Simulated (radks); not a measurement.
**Ionisation energy and size from Co to Sr**

An exercise on one series of results from a longer session: the logs are not shown, and one member is left open.

Method: scalar-relativistic Kohn-Sham, LDA (Slater exchange, Perdew-Wang correlation), spin-polarised, spherical densities, finite nucleus; open shells are filled with parallel spins first. Code: radks (a radial shooting solver on a logarithmic mesh, Libxc functionals) version 1.

## The system

| Item | Value |
| --- | --- |
| species | Co, Ni, Cu, Zn, Ga, Ge, As, Se, Br, Kr, Rb, Sr |
| runs | 24, each species and its next ion |

The first run:

Settings of this run:

```text
Z 27
configuration [Ar] 3d7 4s2
relativity scalar-relativistic
functional lda,pw
spin polarised
nucleus finite rms 3.7875 fm
c 137.035999084
```

Steps of the session up to this table: Co, [Ar] 3d7 4s2.

One of the session's tables, all rows but one given; the rest of the session is left out.

It belongs to the step «Co, [Ar] 3d7 4s2». From the orbitals of this run (lengths in bohr):

| level | <r> | outermost maximum (interpolated) | 90 % within | nodes |
| --- | --- | --- | --- | --- |
| 3s up | 0.7743 | 0.669 | 1.16 | 2 |
| 3s down | 0.7767 | 0.669 | 1.17 | 2 |
| 3p up | ? | ? | ? | ? |
| 3p down | 0.8198 | 0.679 | 1.27 | 1 |
| 3d up | 1.049 | 0.662 | 1.84 | 0 |
| 3d down | 1.113 | 0.669 | 1.99 | 0 |
| 4s up | 2.820 | 2.27 | 4.32 | 3 |
| 4s down | 2.936 | 2.35 | 4.52 | 3 |

Estimate the missing values for 3p up.

As computed: <r>: 0.8155; outermost maximum (interpolated): 0.677; 90 % within: 1.26; nodes: 1. In the column «<r>» it lies between 3s down (0.7767) and 3p down (0.8198).

Caveats from the session: Open shells are spherical and high-spin; term and fine-structure splittings are not resolved.
